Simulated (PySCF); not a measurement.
# C₄H₆AlBr: electronic excitations

What electronic excitations should C₄H₆AlBr (`C=[CH][Al]([Br])[CH]=C`) show?

Programs: PySCF 2.14.0, with density-fitted response routines of our own. Each step states its level of theory. These are calculated values for one molecule in the gas phase, unless marked as measured. Atoms are numbered from 0 throughout.

### Step 1. The starting structure

12 atoms, charge 0, multiplicity 1; geometry from: GFN2-xTB.

Bonds of the start (Å): C0–C1 1.33, C1–Al2 1.97, Al2–Br3 2.27, Al2–C4 1.98, C4–C5 1.33, C0–H6 1.08, C0–H7 1.08, C1–H8 1.09, C4–H9 1.09, C5–H10 1.08, C5–H11 1.08.

### Step 2. Ultraviolet spectrum: CAM-B3LYP/def2-SVPD

The job: settings as JSON, then the geometry in Å.

```
{"job": {"kind": "uv", "xc": "CAM-B3LYP", "basis": "def2-SVPD", "nstates": 8, "ntriplets": 3}, "charge": 0, "multiplicity": 1}
C     -2.547507    -0.028962     0.283450
C     -1.712617     1.003298     0.410342
Al     0.230963     0.782877     0.137681
Br     1.516521     2.632771     0.383304
C      1.172589    -0.891877    -0.330246
C      2.498458    -0.893742    -0.485385
H     -3.617956     0.051050     0.423262
H     -2.188602    -1.017157     0.030297
H     -2.154355     1.971141     0.668687
H      0.651948    -1.839509    -0.473921
H      3.085563     0.008486    -0.359924
H      3.066194    -1.779060    -0.742725
```

With the program's defaults for keys left out, this is: TDDFT CAM-B3LYP/def2-SVPD, vertical, gas phase, core orbitals frozen in the response.

The run is started by

```bash
OMP_NUM_THREADS=1 python probes_run.py task.json out
```

This one command runs all jobs of the session in turn.

Predict these results of the whole session: lowest singlet (CAM-B3LYP/def2-SVPD); brightest single state of those computed; lowest triplet.

**Answer**, as computed:

| quantity | value |
| --- | --- |
| lowest singlet (CAM-B3LYP/def2-SVPD) | 5.13 eV (242 nm), f = 0.000 |
| brightest single state of those computed | state 5, 6.14 eV, f = 0.222 |
| lowest triplet | 4.04 eV |

In words: The lowest singlet, at 5.13 eV, is HOMO→LUMO 0.86, HOMO−3→LUMO 0.09 and is dark; of the 8 states computed, the strongest absorption comes from state 5 at 6.14 eV (the last state computed is bright too, and its partners may lie past the list). The lowest triplet lies 1.08 eV below the lowest singlet (triplets in Tamm-Dancoff, singlets in full TDDFT).
